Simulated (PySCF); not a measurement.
**C3H14N2OSi3: geometry, NMR shifts**

Wanted: the NMR shifts of C3H14N2OSi3 (`C/C=C\O[SiH2]N([SiH3])[SiH2]N`), by calculation.

Computed with PySCF 2.14.0, with density-fitted response routines of our own, on a single molecule, in the gas phase or a continuum. Atoms are numbered from 0 throughout.

## 1. The molecule as given

23 atoms, charge 0, multiplicity 1; geometry from: GFN2-xTB.

Bonds of the start (Å): C0–C1 1.49, C1–C2 1.33, C2–O3 1.35, O3–Si4 1.62, Si4–N5 1.72, N5–Si6 1.74, N5–Si7 1.75, Si7–N8 1.72, C0–H9 1.09, C0–H10 1.09, C0–H11 1.09, C1–H12 1.08, C2–H13 1.08, Si4–H14 1.47, Si4–H15 1.47, Si6–H16 1.46, Si6–H17 1.47, Si6–H18 1.47, Si7–H19 1.46, Si7–H20 1.46, N8–H21 1.01, N8–H22 1.01.

## 2. Optimising the geometry at PBE0-D3(BJ)/def2-SVP

What the job is given:

```
{"job": {"xc": "PBE0", "basis": "def2-SVP", "d3": "d3bj", "grid": 1, "kind": "geom"}, "charge": 0, "multiplicity": 1}
C      3.486616     0.982989    -0.095656
C      3.471589    -0.472402     0.238942
C      2.371495    -1.202993     0.357948
O      1.131555    -0.697768     0.183328
Si    -0.300484    -1.437229     0.372585
N     -1.400228    -0.164919    -0.004340
Si    -0.764475     1.386763    -0.482011
Si    -3.084134    -0.580849     0.192202
N     -4.228016     0.618211    -0.264557
H      3.972945     1.546689     0.700201
H      4.047871     1.156724    -1.013339
H      2.471339     1.348288    -0.223174
H      4.427078    -0.949153     0.395373
H      2.412474    -2.255766     0.608340
H     -0.465054    -1.902894     1.753141
H     -0.434089    -2.561469    -0.559973
H      0.055570     1.243454    -1.686392
H     -1.922558     2.234085    -0.782235
H     -0.009246     1.990408     0.619160
H     -3.333482    -0.830082     1.610745
H     -3.360531    -1.735904    -0.659717
H     -4.310396     0.836793    -1.244695
H     -4.240589     1.474009     0.267140
```

Started as:

```bash
$ OMP_NUM_THREADS=1 python probes_run.py task.json out
```

This one command runs all jobs of the session in turn.

**Question.** This job is followed by: GIAO PBE0/pcSseg-1 NMR shielding, non-relativistic, IEF-PCM chloroform. What will the session give for the following? point group; rotational constants (main isotopes); 13C shifts against TMS (PBE0/pcSseg-1, chloroform); 1H shifts against TMS (PBE0/pcSseg-1, chloroform, means over atoms taken as alike); 17O shifts against H2O (PBE0/pcSseg-1, chloroform); 29Si shifts against TMS (PBE0/pcSseg-1, chloroform); 15N shifts against NH3 (PBE0/pcSseg-1, chloroform).

**Answer**, as computed:

```
                                                                          quantity                                         value
                                                                       point group                                            C1
                                              rotational constants (main isotopes)                          2.12, 0.45, 0.40 GHz
                                13C shifts against TMS (PBE0/pcSseg-1, chloroform)                        146.2, 112.6, 11.7 ppm
1H shifts against TMS (PBE0/pcSseg-1, chloroform, means over atoms taken as alike)  6.49, 5.15, 4.78, 4.64, 4.64, 1.87, 1.24 ppm
                                17O shifts against H2O (PBE0/pcSseg-1, chloroform)                                     121.2 ppm
                               29Si shifts against TMS (PBE0/pcSseg-1, chloroform)                       -20.1, -46.2, -56.1 ppm
                                15N shifts against NH3 (PBE0/pcSseg-1, chloroform)                                32.2, 28.3 ppm
```

Relaxing lowered the energy by 0.314 eV in 29 steps; the close pair that moved most is O3–Si4, from 1.623 to 1.676 Å. No frequency check was run at this level, so the end point may be a saddle. C2 (alkene carbon bearing oxygen) lies farthest downfield among carbon, at 146.2 ppm; an sp2 carbon further deshielded by the attached heteroatom. H13 (hydrogen on an alkene carbon bearing oxygen) lies farthest downfield among hydrogen, at 6.49 ppm; a vinylic proton, deshielded by the sp2 carbon and the C=C anisotropy. At PBE0/pcSseg-1: Shielding is most anisotropic at C1 (span 188 ppm, paramagnetic term -187 ppm).
